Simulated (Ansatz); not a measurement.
**TaH+ (quartet): the correlation ladder, def2-TZVPP**

The task here is to estimate one member of a computed series from the others.

Method: def2-TZVPP, core rule «outside noble gas», up to 4 orbitals frozen; program: Ansatz 0.2.0, Gaussian basis.

Plan: UHF; CCSD(T) on ROHF; CCSD(T) on UHF; CCSDT(Q) on ROHF; CCSDT(Q) on UHF.

9 further runs of the same task are left out: 4 for a known fault of the program, 2 that didn't finish, 3 set aside as unsound or not needed. Runs told in other sessions of the task aren't counted.

## The geometry

The geometry is a PBE0/def2-TZVP stationary point (not a proven minimum). No spin-orbit coupling is included. Elements past krypton take def2 core potentials.

2 atoms, charge 1, spin multiplicity 4.

Atoms are counted from 1 here; the program's logs count them from 0.

Bond lengths: Ta1–H2 1.734 Å.

Set-up of the first run:

Input file in.yaml:

```yaml
crystal:
  periodic: [false, false, false]
  atoms:
    - {symbol: Ta, position_ang: [0.000000, 0.000000, 0.000000]}
    - {symbol: H, position_ang: [0.000000, 0.000000, 1.734000]}
basis:
  gaussian: {orbitals: def2-TZVPP}
total_charge: 1
magnetization: {spin_polarized: true, initial_magnetization: 3}
hamiltonian: {xc: hf}
output: {orbitals: {seedname: orbitals}}
```

The run is started by

```console
ansatz run in.yaml --threads 1 --pin off --events-out ev --progress --plain --max-ram 4096MiB --backend cpu
```

Steps of the session up to this table: UHF; CCSD(T) on ROHF; CCSD(T) on UHF; CCSDT(Q) on ROHF; CCSDT(Q) on UHF.

One of the session's tables, all rows but one given; the rest of the session is left out.

```
   method  from RCCSDT(Q) (kJ/mol)
     ROHF                   +200.8
      UHF                   +182.6
     RMP2                    +41.3
     UMP2                    +29.0
    RCCSD                     +6.1
    UCCSD                     -6.1
 RCCSD(T)                     +1.2
 UCCSD(T)                    -10.9
   RCCSDT                     +0.1
   UCCSDT                        ?
RCCSDT(Q)                        0
UCCSDT(Q)                    -12.1
```

Q: Estimate the row for UCCSDT from the others.

As computed: from RCCSDT(Q) (kJ/mol): -12.0. In the column «from RCCSDT(Q) (kJ/mol)» it lies between UCCSDT(Q) (-12.1) and UCCSD(T) (-10.9).

To keep in mind: Restricted and unrestricted rows rest on different reference determinants; a gap between their highest levels can come from leftover correlation error, from unlike frozen cores or from another state.
